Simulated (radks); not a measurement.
**Ionisation of Tc⁺: one atom, several choices of exchange strength α**

The task here is to estimate one member of a computed series from the others.

Method: scalar-relativistic Kohn-Sham, spin-unpolarised, spherical densities, finite nucleus. Code: radks (a radial shooting solver on a logarithmic mesh, Libxc functionals) version 1.

### The atom as given

* element: technetium (Z = 43)
* charge: +1
* electrons: 42
* configuration: [Kr] 4d5 5s1
* ion: Tc²⁺, [Kr] 4d5
* choices: α = 0.667; α = 0.822; α = 0.936; α = 0.953; α = 0.963; α = 0.996

The outer shells:

Tc⁺
```
[Kr] core
4d [↑ ][↑ ][↑ ][↑ ][↑ ]
5s [↑ ]
```

Tc²⁺
```
[Kr] core
4d [↑ ][↑ ][↑ ][↑ ][↑ ]
```

The first run:

Settings of this run:

```text
Z 43
configuration [Kr] 4d5 5s1
relativity scalar-relativistic
functional xalpha 0.667
spin unpolarised
nucleus finite rms 4.4112 fm
c 137.035999084
```

Among the steps run: α = 0.667: Tc⁺.

One of the session's tables, all rows but one given; the rest of the session is left out.

It belongs to the step «α = 0.667: Tc⁺». Radial moments (bohr):

| level | <r> | outermost maximum (interpolated) | 90 % within | nodes |
| --- | --- | --- | --- | --- |
| 2p | 0.1304 | 0.101 | 0.212 | 0 |
| 3s | 0.4163 | 0.373 | 0.615 | 2 |
| 3p | 0.4170 | 0.366 | 0.630 | 1 |
| 3d | 0.3994 | 0.311 | 0.638 | 0 |
| 4s | 1.057 | 0.948 | 1.54 | 3 |
| 4p | ? | ? | ? | ? |
| 4d | 1.691 | 1.27 | 2.72 | 1 |
| 5s | 3.055 | 2.63 | 4.49 | 4 |

**Question.** Estimate the row for 4p.

The run gave: <r>: 1.173; outermost maximum (interpolated): 1.02; 90 % within: 1.74; nodes: 2. In the column «<r>» it lies between 4s (1.057) and 4d (1.691).

To keep in mind: Spin polarisation and multiplet splitting are left out, so open shells lie too high by an amount that depends on their filling.
